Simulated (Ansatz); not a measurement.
# InSiH3BrO (SMILES [SiH3][O][In][Br]) at 6 levels

We compute a comparison of 6 runs (UHF/STO-3G, UHF/3-21G, UHF/def2-SVP, UB2PLYP/STO-3G, UPBE0/def2-SVP, UMP2/3-21G) of InSiH3BrO. 

The results are computed with Ansatz 0.2.0.

5 further runs of the same task are left out: 3 for a known fault of the program, 1 that didn't finish, 1 set aside as unsound or not needed.

### Step 1. The system as given

InSiH3BrO: 7 atoms, total charge 0, spin state doublet. SMILES: `[SiH3][O][In][Br]`. The shape is that of a PBE0-D4/def2-TZVP optimisation. This is one conformer, not always the lowest.

Bond lengths: Si1–O2 1.633 Å, O2–In3 1.993 Å, In3–Br4 2.501 Å, Si1–H5 1.491 Å, Si1–H6 1.486 Å, Si1–H7 1.491 Å. Angles: Si1–O2–In3 138.1°, O2–In3–Br4 116.3°, O2–Si1–H5 111.5°, O2–Si1–H6 108.7°, O2–Si1–H7 111.6°, H5–Si1–H6 108.8°, H5–Si1–H7 107.5°, H6–Si1–H7 108.7°.

### Step 2. Energy and gradient at UHF/STO-3G (run 1)

molecule.yaml

```yaml
crystal:
  periodic: [false, false, false]
  atoms:
    - {symbol: Si, position_ang: [0.525100, 1.113100, 0.245300]}
    - {symbol: O, position_ang: [-0.385500, -0.237700, 0.127200]}
    - {symbol: In, position_ang: [-0.317600, -1.996300, -0.809000]}
    - {symbol: Br, position_ang: [-2.256800, -3.529000, -0.429800]}
    - {symbol: H, position_ang: [0.666900, 1.794900, -1.073300]}
    - {symbol: H, position_ang: [-0.130300, 2.046900, 1.198200]}
    - {symbol: H, position_ang: [1.898100, 0.808100, 0.741500]}
basis:
  gaussian:
    orbitals: STO-3G
magnetization:
  spin_polarized: true
  initial_magnetization: 1
hamiltonian:
  xc: hf
accuracy: high
output: {forces: true, orbitals: {seedname: orbitals}}
```

On the command line:

```console
$ ansatz run molecule.yaml --threads 1 --pin off --max-ram 2610MiB --events-out events.jsonl --progress --plain --runs-dir runs
```

The program printed:

```text
Warning: RAYON_NUM_THREADS=1 ignored (pool sized by the plan → 1); use --threads N
Functional definition: HF
  name "HF"
  exchange = exact_x
  correlation = 0
1085 factors; integrals over basis functions are off by at most 2.6e-8 eV
mean field evaluation 1: about -233710.4255 eV, gradient 1.8e1 eV
mean field evaluation 2: about -233710.5226 eV, gradient 1.8e1 eV
mean field evaluation 4: about -233713.5736 eV, gradient 1.9e0 eV
mean field evaluation 8: about -233713.6566 eV, gradient 2.1e-3 eV
mean field evaluation 16: about -233705.8979 eV, gradient 1.7e1 eV
mean field evaluation 32: about -233708.1740 eV, gradient 6.9e0 eV
mean field -233713.65231199 eV, -8588.8183056625 hartree, gradient 2.4e-8 eV, S^2 0.761274; 1 other end points of the search recorded, 0 dependent functions left out
the calculation of the forces begins
reference -233713.65231199 eV, -8588.8183056625 hartree; 55, 54 occupied and 7, 8 virtual orbitals, 1085 factors
Total energy: -233713.65231199 eV, -8588.8183056625 hartree
Atom 0 at     0.525100     1.113100     0.245300 Å, force     1.205936     1.399879    -0.034217 eV/Å
Atom 1 at    -0.385500    -0.237700     0.127200 Å, force    -0.605788    -3.061765    -1.185772 eV/Å
Atom 2 at    -0.317600    -1.996300    -0.809000 Å, force    -0.643140     2.002932     1.397027 eV/Å
Atom 3 at    -2.256800    -3.529000    -0.429800 Å, force     0.930585     0.936736    -0.078655 eV/Å
Atom 4 at     0.666900     1.794900    -1.073300 Å, force    -0.135803    -0.708901     1.494213 eV/Å
Atom 5 at    -0.130300     2.046900     1.198200 Å, force     0.767005    -0.972397    -1.050653 eV/Å
Atom 6 at     1.898100     0.808100     0.741500 Å, force    -1.518794     0.403517    -0.541943 eV/Å
Dipole moment:     0.625481     0.153305    -0.296415 e Å
```

Run time: 11 s. Hardware: 1 thread of Intel Xeon Platinum 8259CL at 2.50GHz (Skylake/Cascade Lake), shared host; peak memory 0.31 GiB.

### Step 3. Energy and forces at UHF/3-21G (run 2)

in.yaml

```yaml
basis:
  gaussian:
    orbitals: 3-21G-spherical.json
crystal:
  periodic: [false, false, false]
  atoms:
    - {symbol: Si, position_ang: [0.525100, 1.113100, 0.245300]}
    - {symbol: O, position_ang: [-0.385500, -0.237700, 0.127200]}
    - {symbol: In, position_ang: [-0.317600, -1.996300, -0.809000]}
    - {symbol: Br, position_ang: [-2.256800, -3.529000, -0.429800]}
    - {symbol: H, position_ang: [0.666900, 1.794900, -1.073300]}
    - {symbol: H, position_ang: [-0.130300, 2.046900, 1.198200]}
    - {symbol: H, position_ang: [1.898100, 0.808100, 0.741500]}
total_charge: 0
magnetization:
  spin_polarized: true
  initial_magnetization: 1
hamiltonian:
  xc: hf
accuracy: high
output: {forces: true, orbitals: {seedname: orbitals}}
```

The basis set 3-21G is read from a file made from the Basis Set Exchange's data (not shown).

On the command line:

```console
$ ansatz run in.yaml --threads 1 --pin off --max-ram 2610MiB --events-out events.jsonl --progress --plain --runs-dir runs
```

The program printed:

```text
Warning: RAYON_NUM_THREADS=1 ignored (pool sized by the plan → 1); use --threads N
[... 4 set-up lines as earlier in the session ...]
1563 factors; integrals over basis functions are off by at most 1.1e-8 eV
mean field evaluation 1: about -235061.1409 eV, gradient 2.8e1 eV
mean field evaluation 2: about -235061.4110 eV, gradient 2.8e1 eV
mean field evaluation 4: about -235064.9181 eV, gradient 2.1e0 eV
mean field evaluation 8: about -235065.0182 eV, gradient 3.3e-1 eV
mean field evaluation 16: about -235065.0223 eV, gradient 1.0e-5 eV
mean field -235065.02234389 eV, -8638.4802383430 hartree, gradient 2.9e-8 eV, S^2 0.757399; 0 other end points of the search recorded, 0 dependent functions left out
the calculation of the forces begins
reference -235065.02234389 eV, -8638.4802383430 hartree; 55, 54 occupied and 26, 27 virtual orbitals, 1563 factors
Total energy: -235065.02234389 eV, -8638.4802383430 hartree
Atom 0 at     0.525100     1.113100     0.245300 Å, force     0.045732     1.027592     0.493643 eV/Å
Atom 1 at    -0.385500    -0.237700     0.127200 Å, force    -0.164574    -2.115724    -0.973677 eV/Å
Atom 2 at    -0.317600    -1.996300    -0.809000 Å, force     0.340981     1.240764     0.433590 eV/Å
Atom 3 at    -2.256800    -3.529000    -0.429800 Å, force    -0.577601    -0.425175     0.128965 eV/Å
Atom 4 at     0.666900     1.794900    -1.073300 Å, force     0.097319     0.051185     0.001446 eV/Å
Atom 5 at    -0.130300     2.046900     1.198200 Å, force     0.191545     0.151213    -0.044234 eV/Å
Atom 6 at     1.898100     0.808100     0.741500 Å, force     0.066597     0.070145    -0.039731 eV/Å
Dipole moment:     0.653673     0.046910    -0.368525 e Å
```

Wall time 12 s (1 thread of Intel Xeon Platinum 8259CL at 2.50GHz (Skylake/Cascade Lake), shared host); peak memory 0.59 GiB.

### Step 4. Energy and gradient at UHF/def2-SVP (core potential) (run 3)

input.yaml

```yaml
crystal:
  periodic: [false, false, false]
  atoms:
    - {symbol: Si, position_ang: [0.525100, 1.113100, 0.245300]}
    - {symbol: O, position_ang: [-0.385500, -0.237700, 0.127200]}
    - {symbol: In, position_ang: [-0.317600, -1.996300, -0.809000]}
    - {symbol: Br, position_ang: [-2.256800, -3.529000, -0.429800]}
    - {symbol: H, position_ang: [0.666900, 1.794900, -1.073300]}
    - {symbol: H, position_ang: [-0.130300, 2.046900, 1.198200]}
    - {symbol: H, position_ang: [1.898100, 0.808100, 0.741500]}
basis:
  gaussian: {orbitals: def2-SVP}
magnetization: {spin_polarized: true, initial_magnetization: 1}
hamiltonian: {xc: hf}
accuracy: high
output: {forces: true, orbitals: {seedname: orbitals}}
```

On the command line:

```console
$ ansatz run input.yaml --threads 1 --pin off --max-ram 2610MiB --events-out events.jsonl --progress --plain --runs-dir runs
```

The program printed:

```text
Warning: RAYON_NUM_THREADS=1 ignored (pool sized by the plan → 1); use --threads N
[... 4 set-up lines as earlier in the session ...]
2217 factors; integrals over basis functions are off by at most 9.3e-9 eV
mean field evaluation 1: about -85080.6366 eV, gradient 2.8e1 eV
mean field evaluation 2: about -85080.6647 eV, gradient 2.8e1 eV
mean field evaluation 4: about -85084.5157 eV, gradient 2.5e0 eV
mean field evaluation 8: about -85084.6317 eV, gradient 2.1e-1 eV
mean field evaluation 16: about -85084.6334 eV, gradient 3.1e-8 eV
mean field -85084.63342154 eV, -3126.8026058056 hartree, gradient 3.1e-8 eV, S^2 0.760662; 0 other end points of the search recorded, 0 dependent functions left out
the calculation of the forces begins
reference -85084.63342154 eV, -3126.8026058056 hartree; 41, 40 occupied and 64, 65 virtual orbitals, 2217 factors
Total energy: -85084.63342154 eV, -3126.8026058056 hartree
Atom 0 at     0.525100     1.113100     0.245300 Å, force    -0.273491     0.176248     0.262559 eV/Å
Atom 1 at    -0.385500    -0.237700     0.127200 Å, force     0.255219    -0.100012    -0.212612 eV/Å
Atom 2 at    -0.317600    -1.996300    -0.809000 Å, force     0.105446     0.079934    -0.019814 eV/Å
Atom 3 at    -2.256800    -3.529000    -0.429800 Å, force    -0.190041    -0.130023     0.047883 eV/Å
Atom 4 at     0.666900     1.794900    -1.073300 Å, force     0.019171    -0.052362     0.068900 eV/Å
Atom 5 at    -0.130300     2.046900     1.198200 Å, force     0.150140     0.015228    -0.092019 eV/Å
Atom 6 at     1.898100     0.808100     0.741500 Å, force    -0.066444     0.010987    -0.054897 eV/Å
Dipole moment:     0.503959    -0.104677    -0.354730 e Å
```

Run time: 20 s. Hardware: 1 thread of Intel Xeon Platinum 8259CL at 2.50GHz (Skylake/Cascade Lake), shared host; peak memory 0.57 GiB.

Runs 4 to 5 aren't shown in full; the table further down has their settings and results.

### Step 5. Energy and gradient at UMP2/3-21G (run 6)

input.yaml, as its differences from that of step 4:

```diff
@@ -11,6 +11,13 @@
 basis:
-  gaussian: {orbitals: def2-SVP}
-magnetization: {spin_polarized: true, initial_magnetization: 1}
-hamiltonian: {xc: hf}
+  gaussian:
+    orbitals: 3-21G-spherical.json
+magnetization:
+  spin_polarized: true
+  initial_magnetization: 1
+correlation:
+  method: mp2
+  frozen_orbitals: {Br: 9, H: 0, In: 18, O: 1, Si: 5}
 accuracy: high
-output: {forces: true, orbitals: {seedname: orbitals}}
+output:
+  forces: true
+  orbitals: {seedname: orbitals}
```

The basis set 3-21G is read from a file made from the Basis Set Exchange's data (not shown).

On the command line:

```console
$ ansatz run input.yaml --threads 1 --pin off --max-ram 2610MiB --events-out events.jsonl --progress --plain --runs-dir runs
```

The program printed:

```text
Warning: RAYON_NUM_THREADS=1 ignored (pool sized by the plan → 1); use --threads N
[... 4 set-up lines as earlier in the session ...]
1563 factors; integrals over basis functions are off by at most 1.1e-8 eV
mean field evaluation 1: about -235061.1409 eV, gradient 2.8e1 eV
mean field evaluation 2: about -235061.4110 eV, gradient 2.8e1 eV
mean field evaluation 4: about -235064.9181 eV, gradient 2.1e0 eV
mean field evaluation 8: about -235065.0182 eV, gradient 3.3e-1 eV
mean field evaluation 16: about -235065.0223 eV, gradient 1.0e-5 eV
mean field -235065.02234389 eV, -8638.4802383430 hartree, gradient 2.9e-8 eV, S^2 0.757399; 0 other end points of the search recorded, 0 dependent functions left out
33 core orbitals not correlated: weight in the atoms' cores, before any rotation towards them, 1.000 or more for the frozen orbitals, at most 0.000 for the correlated occupied ones
reference -235065.02234389 eV, -8638.4802383430 hartree; 22, 21 occupied and 26, 27 virtual orbitals, 1563 factors
second order -6.37816071 eV of doubles, -0.00000000 eV of singles
the calculation of the forces begins
Total energy: -235071.40050460 eV, -8638.7146314260 hartree
Atom 0 at     0.525100     1.113100     0.245300 Å, force     0.720716     1.634120     0.381016 eV/Å
Atom 1 at    -0.385500    -0.237700     0.127200 Å, force    -1.066376    -2.528722    -0.621442 eV/Å
Atom 2 at    -0.317600    -1.996300    -0.809000 Å, force     0.527285     0.805783     0.099618 eV/Å
Atom 3 at    -2.256800    -3.529000    -0.429800 Å, force    -0.659332    -0.474417     0.152503 eV/Å
Atom 4 at     0.666900     1.794900    -1.073300 Å, force     0.129454     0.213322    -0.174779 eV/Å
Atom 5 at    -0.130300     2.046900     1.198200 Å, force     0.060522     0.263981     0.104484 eV/Å
Atom 6 at     1.898100     0.808100     0.741500 Å, force     0.287731     0.085934     0.058599 eV/Å
Dipole moment:     0.510959     0.034315    -0.289325 e Å
```

It took 20 s on 1 thread of Intel Xeon Platinum 8259CL at 2.50GHz (Skylake/Cascade Lake), shared host; peak memory 0.49 GiB.

### Step 6. Overview of the runs

```tsv
run	level	core potential	frozen core orbitals	energy (Eh)	dipole moment (D)	HOMO energy (eV)	LUMO energy (eV)	wall time
1	UHF/STO-3G	none	–	-8588.818306	3.41	-5.24	4.20	11 s
2	UHF/3-21G	none	–	-8638.480238	3.61	-8.87	-0.71	12 s
3	UHF/def2-SVP (core potential)	def2-SVP	–	-3126.802606	3.00	-9.37	-0.76	20 s
4	UB2PLYP/STO-3G	none	33	-8592.006353	2.71	-3.53	1.62	37 s
5	UPBE0/def2-SVP (core potential)	def2-SVP	–	-3129.921078	2.36	-6.86	-4.25	36 s
6	UMP2/3-21G	none	33	-8638.714631	2.83	-8.87	-0.71	20 s
```

### Step 7. Results

| quantity | value |
| --- | --- |
| run 6: total energy | -8638.71463 Eh |
| run 6: dipole moment (correlated density) | 2.83 D |
| run 6: HOMO energy (Hartree–Fock orbitals) (highest over α and β) | -8.87 eV |
| run 6: LUMO energy (Hartree–Fock orbitals) (lowest over α and β) | -0.71 eV |
| run 6: correlation energy (33 core orbitals frozen) | -234.4 mEh |
| run 6: ⟨S²⟩ of the reference determinant | 0.757 |
| run 6: largest force on an atom | 2.814 eV/Å |

**Reading.** The dipole moment (its size) runs from 2.36 D (UPBE0/def2-SVP) to 3.61 D (UHF/3-21G). The two ends differ in method and basis and core potential. Totals of different functionals can't be ranked against each other. Some runs of one species differ in core potentials or relativity; totals across that change don't compare. In runs 1, 4 the basis is minimal, so the values are rough. In runs 1, 2, 4, 6 relativity is left out where basis or elements ask for it. All runs together took 2.3 min, the longest 37 s.
